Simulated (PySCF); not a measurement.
**C2H7GaS: NMR shifts at several levels of theory, part 1 of 2**

How much do the NMR shifts of C2H7GaS (`C[S][GaH][CH3]`) depend on the level of theory, and what does each level cost?

The runs use PySCF 2.14.0, with density-fitted response routines of our own; the level of theory stands in each step. All values are computed, except where a source is named. Atoms are numbered from 0 throughout.

1 further run of the same task is left out (for a known fault of the program).

## 1. The molecule as given

11 atoms, charge 0, multiplicity 1; geometry from: PBE0-D3(BJ)/def2-SVP.

Bonds of the start (Å): C0–S1 1.82, S1–Ga2 2.20, Ga2–C3 1.96, C0–H4 1.10, C0–H5 1.10, C0–H6 1.10, Ga2–H7 1.57, C3–H8 1.10, C3–H9 1.10, C3–H10 1.10.

## 2. Nuclear shieldings: PBE0/pcSseg-2

Job settings and geometry (Å):

```
{"job": {"kind": "nmr", "xc": "PBE0", "basis": "pcSseg-2", "pop": false}, "charge": 0, "multiplicity": 1}
C     -2.474591    -0.120290     0.284886
S     -0.922990    -0.809613     0.950548
Ga     0.633706     0.280219    -0.157646
C      2.499998    -0.124931     0.286025
H     -3.106999    -0.946966    -0.066831
H     -3.005375     0.418555     1.081777
H     -2.288233     0.568016    -0.550996
H      0.098600     1.307530    -1.219345
H      2.628361    -1.195100     0.505664
H      2.794995     0.438902     1.185657
H      3.179992     0.157707    -0.530295
```

Method: GIAO PBE0/pcSseg-2 NMR shielding, non-relativistic, gas phase.

Started as:

```sh
> OMP_NUM_THREADS=1 python probes_run.py task.json out
```

One launch serves the whole session: the jobs run in the order shown.

Log:

```text
coarse grid: 41400 points
cycle   1  E = -2402.9927871518  dE = -5.020e-01  |g| = 1.163e+00  |ddm| = 2.240e+00
cycle   2  E = -2402.8761235541  dE =  1.167e-01  |g| = 1.600e+00  |ddm| = 9.823e-01
cycle   3  E = -2403.0970779741  dE = -2.210e-01  |g| = 1.141e-01  |ddm| = 6.333e-01
cycle   4  E = -2403.0981082353  dE = -1.030e-03  |g| = 4.647e-02  |ddm| = 9.432e-02
cycle   5  E = -2403.0986547411  dE = -5.465e-04  |g| = 6.994e-03  |ddm| = 3.749e-02
cycle   6  E = -2403.0986675223  dE = -1.278e-05  |g| = 2.292e-03  |ddm| = 7.316e-03
cycle   7  E = -2403.0986687569  dE = -1.235e-06  |g| = 3.952e-04  |ddm| = 2.014e-03
final grid: 85056 points
cycle   8  E = -2403.0986550070  dE = -4.245e-08  |g| = 4.504e-04  |ddm| = 1.789e-03
cycle   9  E = -2403.0986549818  dE =  2.527e-08  |g| = 6.019e-04  |ddm| = 6.185e-04
cycle  10  E = -2403.0986550484  dE = -6.661e-08  |g| = 4.298e-05  |ddm| = 3.256e-04
cycle  11  E = -2403.0986550487  dE = -3.438e-10  |g| = 8.403e-06  |ddm| = 3.231e-05
converged SCF energy = -2403.0986550487

GIAO shielding tensors (ppm)
atom      isotropic    diamagn.    paramagn.     s11        s22        s33       span
  0 C      165.062     240.449     -75.387    147.086    157.828    190.272     43.186
  1 S      520.962    1058.143    -537.181    319.414    614.493    628.979    309.565
  2 Ga    1117.249    2642.447   -1525.198    964.281   1186.572   1200.894    236.613
  3 C      187.535     238.560     -51.025    174.543    190.760    197.301     22.758
  4 H       28.775      28.277       0.498     23.077     26.310     36.938     13.861
  5 H       28.762      28.327       0.435     23.087     26.299     36.900     13.812
  6 H       28.766      29.909      -1.144     23.021     28.530     34.745     11.724
  7 H       24.944      30.196      -5.252     20.120     20.268     34.445     14.325
  8 H       30.876      28.701       2.176     25.636     29.212     37.781     12.146
  9 H       31.194      28.296       2.898     26.458     28.391     38.734     12.276
 10 H       30.956      28.067       2.889     26.043     27.812     39.013     12.970
```

It took 32 s on 1 thread of Arm Neoverse V1, shared host; peak memory 1.1 GiB.

The references, computed at this level on geometries of the same kind, shield at (ppm): ¹H TMS 31.25, ¹³C TMS 184.1, ³³S CS2 503, ⁷¹Ga GaH4- 1718. Their shielding less the atom's gives the shift. The references are single molecules in the gas phase. Shifts against hydride references such as AlH4− lie on their own scale. Atoms listed in one row are averaged.

| atoms | environment | σ (ppm) | δ (ppm) |
| --- | --- | --- | --- |
| C0 | methyl carbon bonded to S | 165.1 | 19.1 |
| C3 | methyl carbon bonded to Ga | 187.5 | -3.4 |
| H7 | hydrogen on a Ga bonded to C, S | 24.94 | 6.30 |
| H4, H5, H6 | hydrogen on a methyl carbon bonded to S | 28.77 | 2.48 |
| H8, H9, H10 | hydrogen on a methyl carbon bonded to Ga | 31.01 | 0.24 |
| S1 | sulfur bonded to C, Ga | 521 | -18 |
| Ga2 | Ga bonded to C, S, H | 1117 | 600 |

## 3. Shielding tensors: mPW1PW91/pcSseg-2

Same as in step 2 but for these lines:

```diff
@@ -1,2 +1,2 @@
-{"job": {"kind": "nmr", "xc": "PBE0", "basis": "pcSseg-2", "pop": false}, "charge": 0, "multiplicity": 1}
+{"job": {"kind": "nmr", "xc": "mPW1PW91", "basis": "pcSseg-2", "pop": false}, "charge": 0, "multiplicity": 1}
 C     -2.474591    -0.120290     0.284886
```

With the program's defaults for keys left out, this is: GIAO mPW1PW91/pcSseg-2 NMR shielding, non-relativistic, gas phase.

Log:

```text
coarse grid: 41400 points
cycle   1  E = -2403.6514360263  dE = -5.003e-01  |g| = 1.148e+00  |ddm| = 2.234e+00
cycle   2  E = -2403.5361606328  dE =  1.153e-01  |g| = 1.582e+00  |ddm| = 9.848e-01
cycle   3  E = -2403.7548887492  dE = -2.187e-01  |g| = 1.144e-01  |ddm| = 6.335e-01
cycle   4  E = -2403.7559190384  dE = -1.030e-03  |g| = 4.705e-02  |ddm| = 9.356e-02
cycle   5  E = -2403.7564768650  dE = -5.578e-04  |g| = 6.953e-03  |ddm| = 3.709e-02
cycle   6  E = -2403.7564894275  dE = -1.256e-05  |g| = 2.289e-03  |ddm| = 7.317e-03
cycle   7  E = -2403.7564906500  dE = -1.223e-06  |g| = 4.053e-04  |ddm| = 2.010e-03
final grid: 85056 points
cycle   8  E = -2403.7564658133  dE = -4.547e-08  |g| = 4.599e-04  |ddm| = 1.885e-03
cycle   9  E = -2403.7564657875  dE =  2.586e-08  |g| = 6.051e-04  |ddm| = 6.415e-04
cycle  10  E = -2403.7564658575  dE = -7.005e-08  |g| = 4.222e-05  |ddm| = 3.381e-04
cycle  11  E = -2403.7564658579  dE = -3.583e-10  |g| = 8.402e-06  |ddm| = 3.294e-05
converged SCF energy = -2403.7564658579

GIAO shielding tensors (ppm)
atom      isotropic    diamagn.    paramagn.     s11        s22        s33       span
  0 C      164.243     240.784     -76.540    146.463    156.951    189.317     42.854
  1 S      516.925    1058.412    -541.487    315.946    611.011    623.817    307.871
  2 Ga    1111.459    2642.838   -1531.379    956.311   1180.615   1197.452    241.142
  3 C      186.568     238.639     -52.071    173.588    189.758    196.358     22.770
  4 H       28.836      28.267       0.569     23.172     26.373     36.962     13.789
  5 H       28.823      28.318       0.505     23.183     26.363     36.922     13.740
  6 H       28.819      29.974      -1.155     23.084     28.580     34.792     11.708
  7 H       25.000      30.261      -5.261     20.181     20.321     34.498     14.317
  8 H       30.913      28.686       2.227     25.706     29.268     37.764     12.058
  9 H       31.230      28.273       2.957     26.531     28.446     38.713     12.183
 10 H       30.996      28.034       2.962     26.119     27.872     38.997     12.878
```

Wall time 32 s (1 thread of Arm Neoverse V1, shared host); peak memory 1.1 GiB.

This run: δ C0 19.3, C3 -3.0, S1 -18, Ga2 599, H7 6.29, H4 2.47 ppm (means over like atoms).

## 4. Nuclear shieldings: WP04/pcSseg-2

Same as in step 3 but for these lines:

```diff
@@ -1,2 +1,2 @@
-{"job": {"kind": "nmr", "xc": "mPW1PW91", "basis": "pcSseg-2", "pop": false}, "charge": 0, "multiplicity": 1}
+{"job": {"kind": "nmr", "xc": "WP04", "basis": "pcSseg-2", "pop": false}, "charge": 0, "multiplicity": 1}
 C     -2.474591    -0.120290     0.284886
```

With the program's defaults for keys left out, this is: GIAO WP04/pcSseg-2 NMR shielding, non-relativistic, gas phase.

Log:

```text
coarse grid: 41400 points
cycle   1  E = -2420.2263655405  dE = -5.133e-01  |g| = 7.682e-01  |ddm| = 2.238e+00
cycle   2  E = -2420.0807504351  dE =  1.456e-01  |g| = 1.046e+00  |ddm| = 1.292e+00
cycle   3  E = -2420.3445923314  dE = -2.638e-01  |g| = 1.904e-01  |ddm| = 8.885e-01
cycle   4  E = -2420.3493090054  dE = -4.717e-03  |g| = 8.031e-02  |ddm| = 1.499e-01
cycle   5  E = -2420.3503229835  dE = -1.014e-03  |g| = 1.266e-02  |ddm| = 4.555e-02
cycle   6  E = -2420.3503647189  dE = -4.174e-05  |g| = 3.163e-03  |ddm| = 1.383e-02
cycle   7  E = -2420.3503668435  dE = -2.125e-06  |g| = 9.264e-04  |ddm| = 3.199e-03
final grid: 85056 points
cycle   8  E = -2420.3503183304  dE =  2.732e-08  |g| = 1.285e-03  |ddm| = 3.246e-03
cycle   9  E = -2420.3503179688  dE =  3.616e-07  |g| = 1.933e-03  |ddm| = 2.171e-03
cycle  10  E = -2420.3503186835  dE = -7.148e-07  |g| = 1.316e-04  |ddm| = 1.238e-03
cycle  11  E = -2420.3503186882  dE = -4.661e-09  |g| = 2.231e-05  |ddm| = 1.316e-04
cycle  12  E = -2420.3503186883  dE = -1.164e-10  |g| = 6.003e-06  |ddm| = 1.863e-05
converged SCF energy = -2420.3503186883

GIAO shielding tensors (ppm)
atom      isotropic    diamagn.    paramagn.     s11        s22        s33       span
  0 C      150.669     240.411     -89.742    133.552    142.378    176.076     42.524
  1 S      481.345    1062.443    -581.097    323.611    547.829    572.596    248.985
  2 Ga    1139.175    2648.231   -1509.056    996.316   1204.042   1217.167    220.851
  3 C      173.627     238.819     -65.192    162.330    175.143    183.409     21.079
  4 H       29.291      28.494       0.797     24.019     26.874     36.981     12.962
  5 H       29.278      28.567       0.710     24.028     26.863     36.942     12.914
  6 H       29.313      30.671      -1.358     23.925     28.919     35.094     11.168
  7 H       26.052      31.151      -5.100     21.240     21.385     35.530     14.289
  8 H       31.249      29.460       1.789     26.520     29.751     37.475     10.956
  9 H       31.501      29.081       2.420     27.261     28.965     38.277     11.016
 10 H       31.329      28.737       2.592     26.920     28.390     38.676     11.756
```

Wall time 34 s (1 thread of Arm Neoverse V1, shared host); peak memory 1.1 GiB.

This run: δ C0 21.4, C3 -1.5, S1 -13, Ga2 527, H7 5.56, H4 2.32 ppm (means over like atoms).

## 5. Shielding tensors: B97-2/pcSseg-2

Same as in step 4 but for these lines:

```diff
@@ -1,2 +1,2 @@
-{"job": {"kind": "nmr", "xc": "WP04", "basis": "pcSseg-2", "pop": false}, "charge": 0, "multiplicity": 1}
+{"job": {"kind": "nmr", "xc": "B97-2", "basis": "pcSseg-2", "pop": false}, "charge": 0, "multiplicity": 1}
 C     -2.474591    -0.120290     0.284886
```

With the program's defaults for keys left out, this is: GIAO B97-2/pcSseg-2 NMR shielding, non-relativistic, gas phase.

Log:

```text
coarse grid: 41400 points
cycle   1  E = -2403.9975478625  dE = -5.177e-01  |g| = 1.012e+00  |ddm| = 2.239e+00
cycle   2  E = -2403.8914051117  dE =  1.061e-01  |g| = 1.404e+00  |ddm| = 9.802e-01
cycle   3  E = -2404.0879172512  dE = -1.965e-01  |g| = 1.255e-01  |ddm| = 6.403e-01
cycle   4  E = -2404.0891837656  dE = -1.267e-03  |g| = 5.190e-02  |ddm| = 1.021e-01
cycle   5  E = -2404.0898616038  dE = -6.778e-04  |g| = 7.292e-03  |ddm| = 3.952e-02
cycle   6  E = -2404.0898755949  dE = -1.399e-05  |g| = 2.362e-03  |ddm| = 7.877e-03
cycle   7  E = -2404.0898768781  dE = -1.283e-06  |g| = 5.032e-04  |ddm| = 2.129e-03
final grid: 85056 points
cycle   8  E = -2404.0898454746  dE = -3.319e-08  |g| = 6.430e-04  |ddm| = 1.964e-03
cycle   9  E = -2404.0898454131  dE =  6.151e-08  |g| = 8.679e-04  |ddm| = 9.323e-04
cycle  10  E = -2404.0898455617  dE = -1.487e-07  |g| = 5.057e-05  |ddm| = 5.136e-04
cycle  11  E = -2404.0898455624  dE = -6.430e-10  |g| = 1.060e-05  |ddm| = 4.591e-05
converged SCF energy = -2404.0898455624

GIAO shielding tensors (ppm)
atom      isotropic    diamagn.    paramagn.     s11        s22        s33       span
  0 C      163.717     240.671     -76.954    146.069    156.217    188.866     42.798
  1 S      522.763    1058.865    -536.102    331.320    613.420    623.549    292.228
  2 Ga    1125.815    2643.790   -1517.975    973.998   1195.830   1207.615    233.617
  3 C      186.348     238.811     -52.463    173.975    189.139    195.930     21.955
  4 H       28.887      28.236       0.651     23.267     26.435     36.958     13.691
  5 H       28.874      28.297       0.577     23.277     26.421     36.924     13.647
  6 H       28.878      30.129      -1.251     23.209     28.609     34.815     11.606
  7 H       25.133      30.472      -5.339     20.324     20.466     34.609     14.285
  8 H       30.984      28.791       2.193     25.842     29.362     37.749     11.907
  9 H       31.287      28.358       2.928     26.647     28.549     38.663     12.016
 10 H       31.069      28.057       3.012     26.256     27.968     38.982     12.726
```

Run time: 34 s. Hardware: 1 thread of Arm Neoverse V1, shared host; peak memory 1.1 GiB.

This run: δ C0 19.7, C3 -2.9, S1 -16, Ga2 587, H7 6.23, H4 2.48 ppm (means over like atoms).

## 6. Shielding tensors: BHandHLYP/pcSseg-2

Same as in step 5 but for these lines:

```diff
@@ -1,2 +1,2 @@
-{"job": {"kind": "nmr", "xc": "B97-2", "basis": "pcSseg-2", "pop": false}, "charge": 0, "multiplicity": 1}
+{"job": {"kind": "nmr", "xc": "BHandHLYP", "basis": "pcSseg-2", "pop": false}, "charge": 0, "multiplicity": 1}
 C     -2.474591    -0.120290     0.284886
```

Method: GIAO BHandHLYP/pcSseg-2 NMR shielding, non-relativistic, gas phase.

Log:

```text
coarse grid: 41400 points
cycle   1  E = -2403.4314313453  dE = -4.900e-01  |g| = 9.220e-01  |ddm| = 2.189e+00
cycle   2  E = -2403.4170506845  dE =  1.438e-02  |g| = 1.052e+00  |ddm| = 7.178e-01
cycle   3  E = -2403.5018186908  dE = -8.477e-02  |g| = 7.694e-02  |ddm| = 3.655e-01
cycle   4  E = -2403.5022013625  dE = -3.827e-04  |g| = 2.614e-02  |ddm| = 4.549e-02
cycle   5  E = -2403.5023722943  dE = -1.709e-04  |g| = 4.316e-03  |ddm| = 2.177e-02
cycle   6  E = -2403.5023777995  dE = -5.505e-06  |g| = 1.298e-03  |ddm| = 5.428e-03
final grid: 85056 points
cycle   7  E = -2403.5023526712  dE = -1.701e-07  |g| = 1.236e-03  |ddm| = 2.138e-03
cycle   8  E = -2403.5023526648  dE =  6.389e-09  |g| = 1.317e-03  |ddm| = 1.594e-03
cycle   9  E = -2403.5023530294  dE = -3.646e-07  |g| = 1.331e-04  |ddm| = 7.859e-04
cycle  10  E = -2403.5023530312  dE = -1.799e-09  |g| = 2.721e-05  |ddm| = 6.843e-05
cycle  11  E = -2403.5023530313  dE = -1.646e-10  |g| = 9.746e-06  |ddm| = 2.876e-05
converged SCF energy = -2403.5023530313

GIAO shielding tensors (ppm)
atom      isotropic    diamagn.    paramagn.     s11        s22        s33       span
  0 C      166.446     237.827     -71.381    149.353    160.098    189.887     40.534
  1 S      536.441    1058.140    -521.698    350.025    625.678    633.620    283.595
  2 Ga    1177.603    2641.840   -1464.237   1028.807   1245.958   1258.043    229.236
  3 C      189.001     236.017     -47.015    177.387    191.763    197.854     20.467
  4 H       29.026      28.579       0.446     23.274     26.577     37.226     13.953
  5 H       29.015      28.626       0.388     23.283     26.572     37.188     13.905
  6 H       29.055      29.935      -0.879     23.210     28.837     35.119     11.909
  7 H       25.485      30.265      -4.780     20.538     20.853     35.064     14.526
  8 H       31.140      28.835       2.305     25.872     29.438     38.108     12.235
  9 H       31.435      28.461       2.974     26.706     28.599     39.001     12.295
 10 H       31.202      28.311       2.891     26.259     28.001     39.345     13.086
```

It took 34 s on 1 thread of Arm Neoverse V1, shared host; peak memory 1.1 GiB.

In short: δ C0 17.8, C3 -4.7, S1 -36, Ga2 568, H7 5.96, H4 2.42 ppm (means over like atoms).

## 7. Shielding tensors: CAM-B3LYP/pcSseg-2

Same as in step 6 but for these lines:

```diff
@@ -1,2 +1,2 @@
-{"job": {"kind": "nmr", "xc": "BHandHLYP", "basis": "pcSseg-2", "pop": false}, "charge": 0, "multiplicity": 1}
+{"job": {"kind": "nmr", "xc": "CAM-B3LYP", "basis": "pcSseg-2", "pop": false}, "charge": 0, "multiplicity": 1}
 C     -2.474591    -0.120290     0.284886
```

Level: GIAO CAM-B3LYP/pcSseg-2 NMR shielding, non-relativistic, gas phase.

Log:

```text
coarse grid: 41400 points
cycle   1  E = -2403.5825281973  dE = -4.765e-01  |g| = 1.145e+00  |ddm| = 2.201e+00
cycle   2  E = -2403.5283524892  dE =  5.418e-02  |g| = 1.459e+00  |ddm| = 8.340e-01
cycle   3  E = -2403.6783451377  dE = -1.500e-01  |g| = 9.527e-02  |ddm| = 4.493e-01
cycle   4  E = -2403.6788850802  dE = -5.399e-04  |g| = 3.400e-02  |ddm| = 5.796e-02
cycle   5  E = -2403.6791707609  dE = -2.857e-04  |g| = 4.637e-03  |ddm| = 2.629e-02
cycle   6  E = -2403.6791776477  dE = -6.887e-06  |g| = 1.765e-03  |ddm| = 6.627e-03
final grid: 85056 points
cycle   7  E = -2403.6791588451  dE = -3.008e-07  |g| = 1.794e-03  |ddm| = 2.935e-03
cycle   8  E = -2403.6791587479  dE =  9.720e-08  |g| = 2.105e-03  |ddm| = 2.325e-03
cycle   9  E = -2403.6791595538  dE = -8.059e-07  |g| = 2.657e-04  |ddm| = 1.142e-03
cycle  10  E = -2403.6791595603  dE = -6.478e-09  |g| = 4.156e-05  |ddm| = 1.192e-04
cycle  11  E = -2403.6791595609  dE = -5.384e-10  |g| = 1.569e-05  |ddm| = 5.813e-05
converged SCF energy = -2403.6791595609

GIAO shielding tensors (ppm)
atom      isotropic    diamagn.    paramagn.     s11        s22        s33       span
  0 C      164.766     237.654     -72.888    146.468    158.420    189.411     42.943
  1 S      502.162    1057.966    -555.804    291.037    603.038    612.411    321.374
  2 Ga    1074.942    2641.541   -1566.599    903.379   1137.713   1183.734    280.355
  3 C      186.413     235.748     -49.335    173.097    189.777    196.365     23.268
  4 H       28.897      28.684       0.213     23.218     26.509     36.965     13.746
  5 H       28.884      28.718       0.166     23.226     26.500     36.926     13.700
  6 H       28.919      29.791      -0.872     23.216     28.732     34.810     11.594
  7 H       25.075      29.846      -4.771     20.304     20.417     34.503     14.198
  8 H       30.958      28.849       2.109     25.773     29.327     37.774     12.001
  9 H       31.275      28.526       2.749     26.607     28.500     38.719     12.112
 10 H       31.026      28.485       2.541     26.171     27.910     38.997     12.825
```

Run time: 49 s. Hardware: 1 thread of Arm Neoverse V1, shared host; peak memory 1.2 GiB.

Key values: δ C0 17.8, C3 -3.9, S1 -8, Ga2 631, H7 6.26, H4 2.44 ppm (means over like atoms).

## 8. Nuclear shieldings: wB97X-D/pcSseg-2

Same as in step 7 but for these lines:

```diff
@@ -1,2 +1,2 @@
-{"job": {"kind": "nmr", "xc": "CAM-B3LYP", "basis": "pcSseg-2", "pop": false}, "charge": 0, "multiplicity": 1}
+{"job": {"kind": "nmr", "xc": "wB97X-D", "basis": "pcSseg-2", "pop": false}, "charge": 0, "multiplicity": 1}
 C     -2.474591    -0.120290     0.284886
```

Level: GIAO wB97X-D/pcSseg-2 NMR shielding, non-relativistic, gas phase.

Log:

```text
coarse grid: 41400 points
cycle   1  E = -2403.5454133797  dE = -4.879e-01  |g| = 1.078e+00  |ddm| = 2.197e+00
cycle   2  E = -2403.5180291171  dE =  2.738e-02  |g| = 1.306e+00  |ddm| = 7.737e-01
cycle   3  E = -2403.6338589413  dE = -1.158e-01  |g| = 9.762e-02  |ddm| = 3.855e-01
cycle   4  E = -2403.6345816856  dE = -7.227e-04  |g| = 3.201e-02  |ddm| = 6.636e-02
cycle   5  E = -2403.6348396840  dE = -2.580e-04  |g| = 5.119e-03  |ddm| = 2.721e-02
cycle   6  E = -2403.6348521125  dE = -1.243e-05  |g| = 1.853e-03  |ddm| = 9.961e-03
cycle   7  E = -2403.6348533137  dE = -1.201e-06  |g| = 7.177e-04  |ddm| = 2.624e-03
final grid: 85056 points
cycle   8  E = -2403.6348696695  dE = -3.423e-06  |g| = 1.087e-03  |ddm| = 3.693e-03
cycle   9  E = -2403.6348697160  dE = -4.647e-08  |g| = 1.130e-03  |ddm| = 1.076e-03
cycle  10  E = -2403.6348698642  dE = -1.482e-07  |g| = 1.925e-04  |ddm| = 4.635e-04
cycle  11  E = -2403.6348698674  dE = -3.184e-09  |g| = 7.633e-05  |ddm| = 1.207e-04
cycle  12  E = -2403.6348698688  dE = -1.397e-09  |g| = 1.304e-05  |ddm| = 7.652e-05
cycle  13  E = -2403.6348698689  dE = -1.237e-10  |g| = 5.111e-06  |ddm| = 3.188e-05
converged SCF energy = -2403.6348698689

GIAO shielding tensors (ppm)
atom      isotropic    diamagn.    paramagn.     s11        s22        s33       span
  0 C      166.173     240.460     -74.287    148.602    159.840    190.078     41.476
  1 S      522.125    1058.479    -536.353    318.163    620.306    627.907    309.744
  2 Ga    1093.416    2642.635   -1549.220    924.905   1154.723   1200.619    275.713
  3 C      187.682     237.628     -49.946    174.735    191.038    197.273     22.537
  4 H       28.968      28.366       0.602     23.296     26.507     37.101     13.806
  5 H       28.953      28.421       0.532     23.307     26.498     37.055     13.748
  6 H       28.962      30.191      -1.229     23.170     28.746     34.968     11.798
  7 H       25.118      30.314      -5.196     20.305     20.459     34.590     14.284
  8 H       30.984      28.735       2.249     25.766     29.319     37.868     12.103
  9 H       31.299      28.305       2.994     26.590     28.483     38.824     12.234
 10 H       31.051      28.094       2.957     26.169     27.910     39.076     12.907
```

It took 48 s on 1 thread of Arm Neoverse V1, shared host; peak memory 1.2 GiB.

Key values: δ C0 18.2, C3 -3.3, S1 -22, Ga2 619, H7 6.24, H4 2.40 ppm (means over like atoms).

(Continued in part 2 of 2.)
